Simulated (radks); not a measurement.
# The Coulomb parameter U of the 5d shell of Os²⁺

Aim: U as the second difference [E(n + 0.25) + E(n − 0.25) − 2E(n)]/0.25², with all orbitals relaxed. Bare: the atom's charge changes with n. Screened: the 6p shell takes up the change. The start is a model configuration, not necessarily the ground state.

Method: scalar-relativistic Kohn-Sham, PBE, spin-unpolarised, spherical densities, finite nucleus. Code: radks (a radial shooting solver on a logarithmic mesh, Libxc functionals) version 1.

### Step 1. The atom as given

| Quantity | Value |
| --- | --- |
| element | osmium (Z = 76) |
| charge | +2 |
| electrons | 74 |
| configuration | [Xe] 4f14 5d5 6p1 |
| nuclear rms radius | 5.4126 fm |

Outer shells as boxes (Hund's rule):

Os²⁺
```
[Xe] core
4f [↑↓][↑↓][↑↓][↑↓][↑↓][↑↓][↑↓]
5d [↑ ][↑ ][↑ ][↑ ][↑ ]
6p [↑ ][  ][  ]
```

### Step 2. Start: [Xe] 4f14 5d5 6p1

The run's settings:

```text
Z 76
configuration [Xe] 4f14 5d5 6p1
relativity scalar-relativistic
functional pbe,pbe
spin unpolarised
nucleus finite rms 5.4126 fm
c 137.035999084
```

### Step 3. Bare +0.25: [Xe] 4f14 5d5.25 6p1

The run's settings:

```text
Z 76
configuration [Xe] 4f14 5d5.25 6p1
relativity scalar-relativistic
functional pbe,pbe
spin unpolarised
nucleus finite rms 5.4126 fm
c 137.035999084
```

### Step 4. Bare -0.25: [Xe] 4f14 5d4.75 6p1

The run's settings:

```text
Z 76
configuration [Xe] 4f14 5d4.75 6p1
relativity scalar-relativistic
functional pbe,pbe
spin unpolarised
nucleus finite rms 5.4126 fm
c 137.035999084
```

### Step 5. Screened +0.25: [Xe] 4f14 5d5.25 6p0.75

The run's settings:

```text
Z 76
configuration [Xe] 4f14 5d5.25 6p0.75
relativity scalar-relativistic
functional pbe,pbe
spin unpolarised
nucleus finite rms 5.4126 fm
c 137.035999084
```

### Step 6. Screened -0.25: [Xe] 4f14 5d4.75 6p1.25

The run's settings:

```text
Z 76
configuration [Xe] 4f14 5d4.75 6p1.25
relativity scalar-relativistic
functional pbe,pbe
spin unpolarised
nucleus finite rms 5.4126 fm
c 137.035999084
```

**Question.** What will these runs give?

The runs gave:

| quantity | value (eV) |
| --- | --- |
| U, bare | 11.690 |
| U, screened by 6p | 2.058 |
| F0(5d,5d), frozen orbitals | 15.041 |

In words: Relaxing the orbitals brings U down to 78 % of the Slater integral F0. Letting 6p compensate leaves 18 % of the bare value; this second difference measures U(5d,5d) + U(6p,6p) − 2U(5d,6p). A solid screens further than the bare atom, so the bare value is an upper guide for the U of a crystal.
